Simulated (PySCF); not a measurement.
# C6H12ClFO2S: the cost of one run

Computed with PySCF 2.14.0 and routines of our own; the level stands in each step. Atoms count from 0.

## 1. The starting structure

23 atoms, charge 0, multiplicity 1; geometry from: GFN2-xTB.

## 2. Magnetic properties: GIAO wB97X-D/pcSseg-1

Job settings and geometry (Å):

```
{"job": {"kind": "mag", "xc": "wB97X-D", "basis": "pcSseg-1", "isotopologues": 0}, "charge": 0, "multiplicity": 1}
C     -1.842488     1.082443    -0.335486
C     -1.195665    -0.298556    -0.394417
C     -2.241851    -1.388779    -0.159980
C     -0.082426    -0.459109     0.651152
C      1.122386     0.448686     0.504691
C      2.324705    -0.004659     1.293529
F      0.835385     1.757158     0.761290
S      1.620891     0.450053    -1.289658
O      0.817279     1.303991    -2.097222
O      1.826024    -0.903390    -1.696953
Cl     3.463048     1.318716    -1.256476
H     -2.715327     1.109252    -0.982615
H     -1.152137     1.848544    -0.674914
H     -2.159154     1.315772     0.679334
H     -0.760392    -0.444421    -1.387149
H     -2.696593    -1.276680     0.822056
H     -3.026195    -1.322308    -0.908497
H     -1.793673    -2.377327    -0.224068
H     -0.503291    -0.289596     1.648027
H      0.291831    -1.483722     0.605338
H      2.742378    -0.889597     0.819260
H      3.080834     0.777238     1.316119
H      2.039678    -0.246724     2.316716
```

With the program's defaults for keys left out, this is: GIAO wB97X-D/pcSseg-1 magnetisability, rotational g tensor and spin-rotation constants, non-relativistic, gas phase.

The run is started by

```console
$ OMP_NUM_THREADS=1 python excited_run.py task.json out
```

This one command runs all jobs of the session in turn.

Q: Estimate the wall time and peak memory of this first job on 1 thread of Intel Xeon at 2.50GHz, shared host.

About 6 min, with a peak of 1.4 GiB.
